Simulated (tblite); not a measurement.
# C6H13AlN2Si: the cost of one run

Computed with tblite 0.8.0 and PySCF 2.14.0, with density-fitted response routines of our own, on a single molecule in the gas phase. Atoms count from 0, in the outputs and in this text.

## 1. The starting structure

23 atoms, charge 0, multiplicity 1; geometry from: force field or distance geometry start.

Bonds of the start (Å): C0–C1 1.32, C1–C2 1.50, C1–C3 1.51, C3–N4 1.44, N4–C5 1.27, C5–Al6 1.97, Al6–N7 1.87, N7–C8 1.16, C8–Si9 1.81, C0–H10 1.11, C0–H11 1.09, C2–H12 1.12, C2–H13 1.10, C2–H14 1.12, C3–H15 1.12, C3–H16 1.10, C5–H17 1.09, Al6–H18 1.59, Al6–H19 1.58, Si9–H20 1.47, Si9–H21 1.49, Si9–H22 1.45.

## 2. Geometry optimisation with GFN2-xTB

The job: settings as JSON, then the geometry in Å.

```
{"job": {"kind": "relax", "xc": "GFN2-xTB", "basis": "xTB"}, "charge": 0, "multiplicity": 1}
C     -3.304300    -1.589600     0.656500
C     -2.984900    -0.479500     0.008600
C     -3.574400     0.857600     0.346400
C     -1.966900    -0.450500    -1.105400
N     -0.866600     0.407600    -0.754100
C     -0.035100     0.181500     0.177100
Al     1.393300     1.514000     0.448300
N      3.044900     0.656200     0.234900
C      4.072600     0.133200     0.099700
Si     5.691600    -0.649700    -0.099500
H     -4.069300    -1.478400     1.452000
H     -2.876600    -2.560400     0.419800
H     -3.793000     0.978100     1.435300
H     -4.532100     0.901200    -0.200000
H     -2.935200     1.692900    -0.041800
H     -1.597700    -1.499400    -1.253700
H     -2.532300    -0.058600    -1.963500
H     -0.129600    -0.718700     0.784600
H      1.285000     2.039400     1.949400
H      1.267300     2.753300    -0.526900
H      6.271300    -0.340300    -1.418900
H      6.656300    -0.176300     0.927400
H      5.510900    -2.086600    -0.020200
```

The run is started by

```
> OMP_NUM_THREADS=1 python probes_run.py task.json out
```

One launch serves the whole session: the jobs run in the order shown.

**Question.** How long does this first job take on 1 thread of Arm Neoverse N1, shared host, and how much memory does it need?

About 4 s, with a peak of 0.19 GiB.
